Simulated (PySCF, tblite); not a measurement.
# C₄H₆F₂O₂Si: geometry, infrared bands and NMR shifts

Aim: predict the infrared bands and NMR shifts of C₄H₆F₂O₂Si (`O[SiH2]OC1=C(CF)[C@H]1F`).

Programs: tblite 0.8.0 and PySCF 2.14.0, with density-fitted response routines of our own. Each step states its level of theory. These are calculated values for one molecule in the gas phase, unless marked as measured. Atoms count from 0, in the outputs and in this text.

**1. The starting structure**

15 atoms, charge 0, multiplicity 1; geometry from: force field or distance geometry start.

Bonds of the start (Å): O0–Si1 1.72, Si1–O2 1.72, O2–C3 1.40, C3–C4 1.33, C4–C5 1.48, C5–F6 1.37, C4–C7 1.48, C7–F8 1.37, C7–C3 1.49, O0–H9 0.99, Si1–H10 1.47, Si1–H11 1.49, C5–H12 1.11, C5–H13 1.09, C7–H14 1.11.

**2. Geometry optimisation with GFN2-xTB**

Job settings and geometry (Å):

```
{"job": {"kind": "relax", "xc": "GFN2-xTB", "basis": "xTB"}, "charge": 0, "multiplicity": 1}
O      3.747300    -0.620100     0.340400
Si     2.135900    -0.740400    -0.239700
O      1.291100     0.721600     0.096400
C     -0.095400     0.840300    -0.081100
C     -1.310100     0.341700    -0.306900
C     -2.138000    -0.848200    -0.622000
F     -3.071400    -1.031100     0.369300
C     -1.232500     1.801500    -0.062300
F     -1.651400     2.184700     1.189800
H      4.138800     0.257900     0.106400
H      2.099200    -1.014000    -1.687800
H      1.432700    -1.841000     0.487200
H     -1.456400    -1.727900    -0.574200
H     -2.558500    -0.816200    -1.629200
H     -1.335800     2.499100    -0.913800
```

Started as:

```
> OMP_NUM_THREADS=1 python probes_run.py task.json out
```

This one command runs all jobs of the session in turn.

**Question.** This job is followed by: GFN2-xTB harmonic vibrations, gas phase; GIAO PBE0/pcSseg-1 NMR shielding, non-relativistic, gas phase. What will the session give for the following? strongest single infrared mode (GFN2-xTB); zero-point energy (GFN2-xTB); 13C shifts against TMS (PBE0/pcSseg-1); 1H shifts against TMS (PBE0/pcSseg-1); 17O shifts against H2O (PBE0/pcSseg-1); 29Si shifts against TMS (PBE0/pcSseg-1); 19F shifts against CFCl3 (PBE0/pcSseg-1).

**Answer**, as computed:

| quantity | value |
| --- | --- |
| strongest single infrared mode (GFN2-xTB) | 796 cm⁻¹, 419 km/mol |
| zero-point energy (GFN2-xTB) | 58.1 kcal/mol |
| 13C shifts against TMS (PBE0/pcSseg-1) | 143.5, 98.2, 82.7, 73.1 ppm |
| 1H shifts against TMS (PBE0/pcSseg-1) | 5.81, 5.70, 5.25, 5.15, 4.99, 2.19 ppm |
| 17O shifts against H2O (PBE0/pcSseg-1) | 105.7, 35.3 ppm |
| 29Si shifts against TMS (PBE0/pcSseg-1) | -24.7 ppm |
| 19F shifts against CFCl3 (PBE0/pcSseg-1) | -165.6, -261.8 ppm |

In words: Relaxing lowered the energy by 0.895 eV in 203 steps; the close pair that moved most is O0–Si1, from 1.717 to 1.612 Å. All 39 modes are real, so the xTB geometry is a minimum. The strongest single mode, at 796 cm⁻¹, moves mainly H9 and H10. GFN2-xTB is a fitted tight-binding method: band positions and strengths are rough. Its intensities can rank the bands wrongly. The most deshielded carbon is C3 (alkene carbon bearing oxygen), at 143.5 ppm: an sp2 carbon further deshielded by the attached heteroatom.
